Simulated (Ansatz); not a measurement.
# BiPbCl5: the cost of one run

Computed with Ansatz 0.2.0 (DFT PBE, scalar-relativistic, plane waves, PAW, unless a step's input says otherwise).

1 further run of the same task is left out (set aside as unsound or not needed).

## 1. The structure to begin with

It takes space group P1 (No. 1, triclinic). Conventional cell: a = 4.353 Å, b = 6.057 Å, c = 9.127 Å, α = 92.64°, β = 90.03°, γ = 90.47°. Bi (site symmetry 1) has 6 Cl at 2.50 to 2.98 Å as nearest neighbours. Pb (site symmetry 1) is surrounded by 5 Cl at 2.77 to 3.10 Å. Cl (site symmetry 1) is surrounded by 1 Bi at 2.50 Å. Cl (site symmetry 1) is surrounded by 1 Bi at 2.72 Å and 2 Pb at 3.08 to 3.10 Å. Cl (site symmetry 1) has 2 Bi at 2.82 to 2.83 Å as nearest neighbours. Cl (site symmetry 1) has 1 Pb at 2.78 Å and 2 Bi at 2.97 to 2.98 Å as nearest neighbours. Cl (site symmetry 1) is surrounded by 2 Pb at 2.77 to 2.79 Å.

Coordinates:

```cif
data_structure
_symmetry_space_group_name_H-M 'P 1'
_symmetry_Int_Tables_number 1
_cell_length_a 4.3528
_cell_length_b 6.0574
_cell_length_c 9.1267
_cell_angle_alpha 92.644
_cell_angle_beta 90.032
_cell_angle_gamma 90.468
_cell_volume 240.38
loop_
_atom_site_label
_atom_site_type_symbol
_atom_site_fract_x
_atom_site_fract_y
_atom_site_fract_z
_atom_site_occupancy
Bi1 Bi 0.00078 0.77799 0.48810 1
Pb1 Pb 0.49847 0.81994 0.92961 1
Cl1 Cl 0.99772 0.38987 0.38305 1
Cl2 Cl 0.99753 0.57251 0.74657 1
Cl3 Cl 0.50047 0.84118 0.29726 1
Cl4 Cl 0.50183 0.00739 0.65744 1
Cl5 Cl 0.00320 0.09112 0.99797 1
```

The cell was relaxed beforehand at this level, from a generated guess; it is a trial structure. At a tolerance of 0.02 Å it has space group P1 (No. 1); it has 34.34 Å³/atom, an uncorrected energy of -1.03 eV/atom over the elements and, on its mesh, gap 3.23 eV.

## 2. Strained cells: the elastic tensor

input.yaml reads:

```yaml
crystal:
  lattice:
    - [4.353872135, 0.0180005613, 0.0021762342]
    - [-0.0244776422, 6.0893058405, 0.0042748609]
    - [-0.0022318854, -0.4168111496, 9.0945450187]
  atoms:
    - { symbol: Bi, position: [-4.60266e-05, 0.7774122851, 0.4881521418] }
    - { symbol: Pb, position: [0.5000738837, 0.8201537395, 0.9306720974] }
    - { symbol: Cl, position: [0.9999325899, 0.3918334193, 0.3826170914] }
    - { symbol: Cl, position: [1.000055776, 0.5730420754, 0.747144192] }
    - { symbol: Cl, position: [0.5000182903, 0.8414260536, 0.2965773542] }
    - { symbol: Cl, position: [0.5000049517, 0.0058785664, 0.6570522847] }
    - { symbol: Cl, position: [-3.74649e-05, 0.0902538607, 0.9977858386] }
basis:
  ecutwfc: 420
kpoints:
  mp_grid: { grid: [6, 4, 4] }
hamiltonian:
  xc: pbe
scf:
  occupations: { method: fixed }
output:
  forces: true
  stress: true
  eigenvalues: true
  polarization: {}
elastic:
  mode: relaxed_ion
  stencil: two_point
```

Launch:

```
> ansatz run input.yaml --threads 4 --pin off --max-ram 8192MiB --backend cpu --events-out ev --progress --plain --runs-dir out
```

Q: Estimate wall time and peak memory on 4 threads of Arm Neoverse V2, shared host.

About 28 min, with a peak of 0.93 GiB.
